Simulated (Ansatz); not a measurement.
**TaTe, relaxed**

Wanted: the geometry at rest of TaTe (a borrowed structure type, volume estimated), relaxing cell and atoms, and its electronic structure there.

Method: DFT, r2SCAN, spin-orbit coupling, plane waves, PAW, in Ansatz 0.2.0.

### 1 The structure

The structure is tetragonal, space group I4_1/amd (No. 141). Conventional cell: a = 3.819 Å, b = 3.819 Å, c = 13.062 Å, α = 90.00°, β = 90.00°, γ = 90.00°. Ta (site symmetry -4m2) has 4 Te at 2.70 Å as nearest neighbours. Te (site symmetry -4m2) has 4 Ta at 2.70 Å as nearest neighbours.

The coordinates stand in the input below.

It starts from an earlier solution of the starting cell (checkpoint.read).

### 2 The relaxation

input.yaml

```yaml
crystal:
  lattice:
    - [0.0, 3.818941, 0.0]
    - [3.818941, 0.0, 0.0]
    - [1.90947, 1.90947, -6.531191]
  atoms:
    - { symbol: Ta, position: [0.0, 0.0, 0.0] }
    - { symbol: Ta, position: [0.75, 0.25, 0.5] }
    - { symbol: Te, position: [0.5, 0.5, 0.0] }
    - { symbol: Te, position: [0.25, 0.75, 0.5] }
  symmetry: { tolerance: 0.0003 }
kpoints:
  mp_grid: { grid: [5, 5, 5], shift: [0, 0, 0] }
magnetization:
  noncollinear: true
  spin_orbit: true
scf:
  occupations: { method: fermi_dirac }
  lower_state_search: "off"
hamiltonian:
  pseudopotentials: { kind: paw_fr }
  xc: r2scan
basis:
  ecutwfc: 500
  fft_grid_basis: typed
relax:
  max_steps: 60
  cell: { p_target: 0.0 }
output:
  forces: true
  stress: true
  eigenvalues: true
  bader: true
  populations: true
  elf: true
  write_potential: true
  volumetric_format: npy
  dos:
    e_range: [-12, 8]
    de: 0.05
    projected: { site_lists: { Ta: [Ta], Te: [Te] } }
    method: { smearing: { sigma: 0.1, scheme: gaussian } }
  write_density: true
checkpoint:
  read: saved_state
```

The run is started by

```bash
> ansatz run input.yaml --threads 2 --pin off --max-ram 3584MiB --backend cpu --events-out ev --progress --plain --runs-dir out
```

The program printed:

```text
Warning: RAYON_NUM_THREADS=2 ignored (pool sized by the plan → 2); use --threads N
Engine: ansatz 0.2.0, x86_64-unknown-linux-gnu
Pseudopotentials: kind: paw_fr
Pseudopotential: Ta, paw_fr, valence charge 13, recommended cutoff 500 eV (meta_gga), Ta.paw.azcp#standard-fr
Pseudopotential: Te, paw_fr, valence charge 16, recommended cutoff 500 eV (meta_gga), Te.paw.azcp#standard-fr
Functional definition: r2SCAN
  parameter k0 = 0.174
  parameter k1 = 0.065
  parameter a1 = 4.9479
  exchange = r2scan_x(k0 = k0, k1 = k1, a1 = a1)
  correlation = r2scan_c
non-collinear run that drives no moment, with spin-orbit: no starting moment large enough to seed its density (crystal.atoms[].spin), no starting occupations that ask for one, no magnetisation constraint and no magnetic field, so the semilocal B_xc is pinned to zero
Crystal: 4 atoms, lattice volume = 95.253 Å³
Basis set: ecut = 500 eV, 2403 PW (Γ), exchange–correlation on 120×120×216 points (64 copies of the dense FFT grid, shifted against one another)
Bands: 70, of which v1, the nominal top of the filled ones, is band 58 counted from 1 (57 counted from 0)
Symmetry: 16 space group operations + 16 with time reversal
Magnetic group: BNS 141.552 (UNI 1212), of the structure as read, at distance tolerance 1.4e-3 Å
k-points: 18 of 125
Projection manifold: j_resolved (fully-relativistic pseudo-atomic orbitals)
Non-local potential: Ta, projectors of the file, l = 0: 3, l = 1: 4, l = 2: 4, l = 3: 2
Non-local potential: Te, projectors of the file, l = 0: 2, l = 1: 4, l = 2: 4, l = 3: 4
PAW form: soft (Blöchl's): semilocal exchange-correlation on the pseudo side does not see the compensation charge
PAW frozen core: Ta, regenerated for the run's functional (the file was generated under x = pbe(κ = 0.804, μ = 0.2195149727645171), c = pbe(β = 0.06672455060314922))
PAW frozen core: Te, regenerated for the run's functional (the file was generated under x = pbe(κ = 0.804, μ = 0.2195149727645171), c = pbe(β = 0.06672455060314922))
PAW one-centre angular grid: Ta, 590 points (default); XC on 160 Gauss nodes
PAW one-centre angular grid: Te, 590 points (default); XC on 224 Gauss nodes
Initial density: read from a saved state, or passed on in memory by an earlier SCF of this step, an earlier step, the calling program or the single point that the run made first
Initial wavefunctions: pseudopotential atomic-orbital guess
Functional: x = r2scan, c = r2scan; τ floored in thin density (d = 2e-4 eV/Å³)
iter 1 solved again at ethr=3.09e-5 eV; its pass at ethr=3.10e-3 eV (dr2=1.79e-2 eV) is discarded
SCF iter   1: F=-33803.889702 eV  HF=-33803.889566 eV  |F-HF|=1.36e-4  |Δ(HF+E_count)|=         —  Δρ=5.23e-3  dr2=1.83e-2  dr2_τ=7.51e-4  dr2_m=0.00e0 (ungated)  ethr=3.09e-5  |M|=0.00e0 ∫|m|=0.00e0 μB  |m|>n=0.0e0 m-floor=0.0e0 τ_xc=0.0e0  β_m=0.30  ⟨swp⟩=3.0  Hψ=8776  notcnv=0
automatic band count: the SCF goes on with 82 bands, as 70 were too few: the levels above may hold too much charge
preconditioner: auto → Kerker (q_TF=auto, 2.512 Å⁻¹)  [metal: Δε(μ)=0.042 eV  Ē_g=8.826 eV  σ=0.100 eV  W_gap=0.10  n_scr=24 (ndim 8)  ℏωp=17.8 eV  f_vac=0.000  D(μ)=4.47/eV (n_scr^D=42)]
spin=Noncollinear: Kerker preconditioning applied to the charge; magnetization (m_x, m_y, m_z) channels mix plain (no charge-response kernel on spin).
SCF iter   2: F=-33803.891208 eV  HF=-33803.891554 eV  |F-HF|=3.46e-4  |Δ(HF+E_count)|=   1.99e-3  Δρ=4.15e-3  dr2=1.20e-2  dr2_τ=3.33e-5  dr2_m=0.00e0 (ungated)  ethr=3.09e-5  |M|=0.00e0 ∫|m|=0.00e0 μB  |m|>n=0.0e0 m-floor=0.0e0 τ_xc=0.0e0  β_m=0.55  ⟨swp⟩=1.6  Hψ=831  notcnv=0
SCF iter   3: F=-33803.893052 eV  HF=-33803.892851 eV  |F-HF|=2.01e-4  |Δ(HF+E_count)|=   1.30e-3  Δρ=6.74e-4  dr2=6.30e-4  dr2_τ=3.51e-6  dr2_m=0.00e0 (ungated)  ethr=2.06e-5  |M|=0.00e0 ∫|m|=0.00e0 μB  |m|>n=0.0e0 m-floor=0.0e0 τ_xc=0.0e0  β_m=0.80  ⟨swp⟩=2.1  Hψ=976  notcnv=0
SCF iter   4: F=-33803.893197 eV  HF=-33803.893166 eV  |F-HF|=3.13e-5  |Δ(HF+E_count)|=   3.15e-4  Δρ=2.46e-4  dr2=5.21e-5  dr2_τ=5.06e-7  dr2_m=0.00e0 (ungated)  ethr=1.09e-6  |M|=0.00e0 ∫|m|=0.00e0 μB  |m|>n=0.0e0 m-floor=0.0e0 τ_xc=0.0e0  β_m=0.90  ⟨swp⟩=2.0  Hψ=1053  notcnv=0
SCF iter   5: F=-33803.893317 eV  HF=-33803.893314 eV  |F-HF|=2.50e-6  |Δ(HF+E_count)|=   1.49e-4  Δρ=4.66e-5  dr2=1.16e-6  dr2_τ=3.27e-8  dr2_m=0.00e0 (ungated)  ethr=8.98e-8  |M|=0.00e0 ∫|m|=0.00e0 μB  |m|>n=0.0e0 m-floor=0.0e0 τ_xc=0.0e0  β_m=0.95  ⟨swp⟩=2.0  Hψ=955  notcnv=0
SCF iter   6: F=-33803.893317 eV  HF=-33803.893317 eV  |F-HF|=1.59e-7  |Δ(HF+E_count)|=   2.92e-6  Δρ=1.34e-5  dr2=1.02e-7  dr2_τ=1.68e-9  dr2_m=0.00e0 (ungated)  ethr=2.01e-9  |M|=0.00e0 ∫|m|=0.00e0 μB  |m|>n=0.0e0 m-floor=0.0e0 τ_xc=0.0e0  β_m=0.97  ⟨swp⟩=2.0  Hψ=1280  notcnv=0
SCF iter   7: F=-33803.893317 eV  HF=-33803.893317 eV  |F-HF|=8.48e-9  |Δ(HF+E_count)|=   2.02e-7  Δρ=2.66e-6  dr2=5.00e-9  dr2_τ=5.04e-11  dr2_m=0.00e0 (ungated)  ethr=1.72e-10  |M|=0.00e0 ∫|m|=0.00e0 μB  |m|>n=0.0e0 m-floor=0.0e0 τ_xc=0.0e0  ⟨swp⟩=11.6  Hψ=4968  notcnv=0
SCF 1 converged in 7 iterations: F = -33803.893317 eV  dr2 = 5.00e-9
relax step   1: F+E_penalty+E_count = -33803.89331737 eV  Δ(F+E_penalty+E_count) = +0.000e0 eV  max|allowed force component| = 1.379e-16 eV/Å  Δτ_max = 0.0000 Å  P = +0.939 GPa  Ω = 95.253 Å³  (7 SCF iters, dr2 threshold 1.00e-7 eV, accepted)
Crystal: 4 atoms, lattice volume = 94.465 Å³
Basis set: ecut = 500 eV, 2399 PW (Γ), exchange–correlation on 120×120×216 points (64 copies of the dense FFT grid, shifted against one another)
Bands: 82, of which v1, the nominal top of the filled ones, is band 58 counted from 1 (57 counted from 0)
Projection manifold: j_resolved (fully-relativistic pseudo-atomic orbitals)
Initial density: handed on by an earlier stage of this run
Initial wavefunctions: those handed on with the density
iter 1 solved again at ethr=9.76e-5 eV; its pass at ethr=3.10e-3 eV (dr2=5.66e-2 eV) is discarded
SCF iter   1: F=-33804.303490 eV  HF=-33804.212226 eV  |F-HF|=9.13e-2  |Δ(HF+E_count)|=         —  Δρ=6.67e-3  dr2=5.70e-2  dr2_τ=2.58e-2  dr2_m=0.00e0 (ungated)  ethr=9.76e-5  |M|=0.00e0 ∫|m|=0.00e0 μB  |m|>n=0.0e0 m-floor=0.0e0 τ_xc=0.0e0  β_m=0.30  ⟨swp⟩=2.5  Hψ=4085  notcnv=0
preconditioner: auto → Kerker (q_TF=auto, 2.515 Å⁻¹)  [metal: Δε(μ)=0.050 eV  Ē_g=8.708 eV  σ=0.100 eV  W_gap=0.12  n_scr=32 (ndim 8)  ℏωp=17.9 eV  f_vac=0.000  D(μ)=4.07/eV (n_scr^D=32)]
spin=Noncollinear: Kerker preconditioning applied to the charge; magnetization (m_x, m_y, m_z) channels mix plain (no charge-response kernel on spin).
SCF iter   2: F=-33804.330919 eV  HF=-33804.336370 eV  |F-HF|=5.45e-3  |Δ(HF+E_count)|=   1.24e-1  Δρ=3.42e-3  dr2=1.62e-2  dr2_τ=1.66e-4  dr2_m=0.00e0 (ungated)  ethr=9.76e-5  |M|=0.00e0 ∫|m|=0.00e0 μB  |m|>n=0.0e0 m-floor=0.0e0 τ_xc=0.0e0  β_m=0.45  ⟨swp⟩=2.0  Hψ=1463  notcnv=0
SCF iter   3: F=-33804.333072 eV  HF=-33804.335288 eV  |F-HF|=2.22e-3  |Δ(HF+E_count)|=   1.08e-3  Δρ=1.93e-3  dr2=5.98e-3  dr2_τ=5.09e-5  dr2_m=0.00e0 (ungated)  ethr=2.79e-5  |M|=0.00e0 ∫|m|=0.00e0 μB  |m|>n=0.0e0 m-floor=0.0e0 τ_xc=0.0e0  β_m=0.58  ⟨swp⟩=1.0  Hψ=817  notcnv=0
SCF iter   4: F=-33804.334255 eV  HF=-33804.334152 eV  |F-HF|=1.04e-4  |Δ(HF+E_count)|=   1.14e-3  Δρ=5.33e-4  dr2=1.91e-4  dr2_τ=2.38e-6  dr2_m=0.00e0 (ungated)  ethr=1.03e-5  |M|=0.00e0 ∫|m|=0.00e0 μB  |m|>n=0.0e0 m-floor=0.0e0 τ_xc=0.0e0  β_m=0.79  ⟨swp⟩=2.2  Hψ=1011  notcnv=0
SCF iter   5: F=-33804.334419 eV  HF=-33804.334408 eV  |F-HF|=1.11e-5  |Δ(HF+E_count)|=   2.56e-4  Δρ=1.17e-4  dr2=1.20e-5  dr2_τ=1.95e-7  dr2_m=0.00e0 (ungated)  ethr=3.29e-7  |M|=0.00e0 ∫|m|=0.00e0 μB  |m|>n=0.0e0 m-floor=0.0e0 τ_xc=0.0e0  β_m=0.84  ⟨swp⟩=2.0  Hψ=951  notcnv=0
SCF iter   6: F=-33804.334423 eV  HF=-33804.334422 eV  |F-HF|=1.40e-6  |Δ(HF+E_count)|=   1.38e-5  Δρ=6.72e-5  dr2=5.55e-6  dr2_τ=5.07e-8  dr2_m=0.00e0 (ungated)  ethr=2.07e-8  |M|=0.00e0 ∫|m|=0.00e0 μB  |m|>n=0.0e0 m-floor=0.0e0 τ_xc=0.0e0  β_m=0.92  ⟨swp⟩=2.0  Hψ=950  notcnv=0
SCF iter   7: F=-33804.334424 eV  HF=-33804.334424 eV  |F-HF|=4.63e-8  |Δ(HF+E_count)|=   2.60e-6  Δρ=3.14e-5  dr2=1.06e-6  dr2_τ=1.00e-8  dr2_m=0.00e0 (ungated)  ethr=9.57e-9  |M|=0.00e0 ∫|m|=0.00e0 μB  |m|>n=0.0e0 m-floor=0.0e0 τ_xc=0.0e0  β_m=0.96  ⟨swp⟩=2.0  Hψ=935  notcnv=0
SCF iter   8: F=-33804.334425 eV  HF=-33804.334425 eV  |F-HF|=3.10e-8  |Δ(HF+E_count)|=   1.82e-7  Δρ=1.90e-5  dr2=3.72e-7  dr2_τ=2.87e-9  dr2_m=0.00e0 (ungated)  ethr=6.90e-10  |M|=0.00e0 ∫|m|=0.00e0 μB  |m|>n=0.0e0 m-floor=0.0e0 τ_xc=0.0e0  ⟨swp⟩=11.9  Hψ=4951  notcnv=0
SCF 2 converged in 8 iterations: F = -33804.334425 eV  dr2 = 3.72e-7
relax step   2: F+E_penalty+E_count = -33804.33442461 eV  Δ(F+E_penalty+E_count) = -4.411e-1 eV  max|allowed force component| = 1.874e-16 eV/Å  Δτ_max = 0.0000 Å  P = -3.877 GPa  Ω = 94.465 Å³  energy of the carried Pulay correction = +1.003e-4 eV  (8 SCF iters, dr2 threshold 4.00e-7 eV, accepted)
Crystal: 4 atoms, lattice volume = 89.719 Å³
Basis set: ecut = 500 eV, 2293 PW (Γ), exchange–correlation on 120×120×216 points (64 copies of the dense FFT grid, shifted against one another)
Projection manifold: j_resolved (fully-relativistic pseudo-atomic orbitals)
iter 1 solved again at ethr=1.34e-4 eV; its pass at ethr=3.10e-3 eV (dr2=7.79e-2 eV) is discarded
SCF iter   1: F=-33804.585006 eV  HF=-33804.467550 eV  |F-HF|=1.17e-1  |Δ(HF+E_count)|=         —  Δρ=6.37e-3  dr2=7.89e-2  dr2_τ=2.94e-2  dr2_m=0.00e0 (ungated)  ethr=1.34e-4  |M|=0.00e0 ∫|m|=0.00e0 μB  |m|>n=0.0e0 m-floor=0.0e0 τ_xc=0.0e0  β_m=0.30  ⟨swp⟩=2.4  Hψ=4065  notcnv=0
preconditioner: auto → Kerker (q_TF=auto, 2.537 Å⁻¹)  [metal: Δε(μ)=0.015 eV  Ē_g=8.926 eV  σ=0.100 eV  W_gap=0.04  n_scr=32 (ndim 8)  ℏωp=18.4 eV  f_vac=0.000  D(μ)=3.76/eV (n_scr^D=32)]
spin=Noncollinear: Kerker preconditioning applied to the charge; magnetization (m_x, m_y, m_z) channels mix plain (no charge-response kernel on spin).
SCF iter   2: F=-33804.626886 eV  HF=-33804.642907 eV  |F-HF|=1.60e-2  |Δ(HF+E_count)|=   1.75e-1  Δρ=3.61e-3  dr2=2.58e-2  dr2_τ=1.34e-4  dr2_m=0.00e0 (ungated)  ethr=1.34e-4  |M|=0.00e0 ∫|m|=0.00e0 μB  |m|>n=0.0e0 m-floor=0.0e0 τ_xc=0.0e0  β_m=0.48  ⟨swp⟩=2.0  Hψ=1273  notcnv=0
SCF iter   3: F=-33804.636107 eV  HF=-33804.638792 eV  |F-HF|=2.68e-3  |Δ(HF+E_count)|=   4.11e-3  Δρ=1.65e-3  dr2=5.43e-3  dr2_τ=4.12e-5  dr2_m=0.00e0 (ungated)  ethr=4.44e-5  |M|=0.00e0 ∫|m|=0.00e0 μB  |m|>n=0.0e0 m-floor=0.0e0 τ_xc=0.0e0  β_m=0.64  ⟨swp⟩=1.1  Hψ=819  notcnv=0
SCF iter   4: F=-33804.637751 eV  HF=-33804.637820 eV  |F-HF|=6.88e-5  |Δ(HF+E_count)|=   9.72e-4  Δρ=5.33e-4  dr2=2.53e-4  dr2_τ=7.04e-6  dr2_m=0.00e0 (ungated)  ethr=9.37e-6  |M|=0.00e0 ∫|m|=0.00e0 μB  |m|>n=0.0e0 m-floor=0.0e0 τ_xc=0.0e0  β_m=0.79  ⟨swp⟩=2.0  Hψ=974  notcnv=0
SCF iter   5: F=-33804.637948 eV  HF=-33804.637941 eV  |F-HF|=7.06e-6  |Δ(HF+E_count)|=   1.21e-4  Δρ=1.35e-4  dr2=1.54e-5  dr2_τ=1.03e-7  dr2_m=0.00e0 (ungated)  ethr=4.37e-7  |M|=0.00e0 ∫|m|=0.00e0 μB  |m|>n=0.0e0 m-floor=0.0e0 τ_xc=0.0e0  β_m=0.85  ⟨swp⟩=2.1  Hψ=968  notcnv=0
SCF iter   6: F=-33804.637954 eV  HF=-33804.637952 eV  |F-HF|=1.76e-6  |Δ(HF+E_count)|=   1.09e-5  Δρ=5.78e-5  dr2=2.58e-6  dr2_τ=2.47e-8  dr2_m=0.00e0 (ungated)  ethr=2.66e-8  |M|=0.00e0 ∫|m|=0.00e0 μB  |m|>n=0.0e0 m-floor=0.0e0 τ_xc=0.0e0  β_m=0.92  ⟨swp⟩=2.0  Hψ=951  notcnv=0
SCF iter   7: F=-33804.637955 eV  HF=-33804.637955 eV  |F-HF|=2.91e-10  |Δ(HF+E_count)|=   2.53e-6  Δρ=2.42e-5  dr2=6.75e-7  dr2_τ=4.97e-9  dr2_m=0.00e0 (ungated)  ethr=4.45e-9  |M|=0.00e0 ∫|m|=0.00e0 μB  |m|>n=0.0e0 m-floor=0.0e0 τ_xc=0.0e0  β_m=0.96  ⟨swp⟩=2.0  Hψ=944  notcnv=0
SCF iter   8: F=-33804.637955 eV  HF=-33804.637955 eV  |F-HF|=1.69e-8  |Δ(HF+E_count)|=   2.09e-7  Δρ=1.24e-5  dr2=1.94e-7  dr2_τ=1.06e-9  dr2_m=0.00e0 (ungated)  ethr=6.90e-10  |M|=0.00e0 ∫|m|=0.00e0 μB  |m|>n=0.0e0 m-floor=0.0e0 τ_xc=0.0e0  ⟨swp⟩=11.4  Hψ=4774  notcnv=0
SCF 3 converged in 8 iterations: F = -33804.637955 eV  dr2 = 1.94e-7
relax step   3: F+E_penalty+E_count = -33804.63795491 eV  Δ(F+E_penalty+E_count) = -3.035e-1 eV  max|allowed force component| = 8.847e-17 eV/Å  Δτ_max = 0.0000 Å  P = -2.066 GPa  Ω = 89.719 Å³  energy of the carried Pulay correction = +1.100e-3 eV  (8 SCF iters, dr2 threshold 4.00e-7 eV, accepted)
[... from here on, the SCF cycles and remarks between the steps are left out ...]
relax step   4: F+E_penalty+E_count = -33804.85185596 eV  Δ(F+E_penalty+E_count) = -2.139e-1 eV  max|allowed force component| = 4.597e-17 eV/Å  Δτ_max = 0.0000 Å  P = -0.162 GPa  Ω = 85.600 Å³  energy of the carried Pulay correction = +2.003e-3 eV  (7 SCF iters, dr2 threshold 4.00e-7 eV, accepted)
relax step   5: F+E_penalty+E_count = -33804.96817907 eV  Δ(F+E_penalty+E_count) = -1.163e-1 eV  max|allowed force component| = 1.050e-16 eV/Å  Δτ_max = 0.0000 Å  P = +2.471 GPa  Ω = 82.354 Å³  energy of the carried Pulay correction = +2.733e-3 eV  (8 SCF iters, dr2 threshold 4.00e-7 eV, accepted)
relax step   6: F+E_penalty+E_count = -33804.99318058 eV  Δ(F+E_penalty+E_count) = -2.500e-2 eV  max|allowed force component| = 2.776e-17 eV/Å  Δτ_max = 0.0000 Å  P = +1.258 GPa  Ω = 82.891 Å³  energy of the carried Pulay correction = +2.583e-3 eV  (6 SCF iters, dr2 threshold 4.00e-7 eV, accepted)
```

(Part 1 of 2 ends here.)
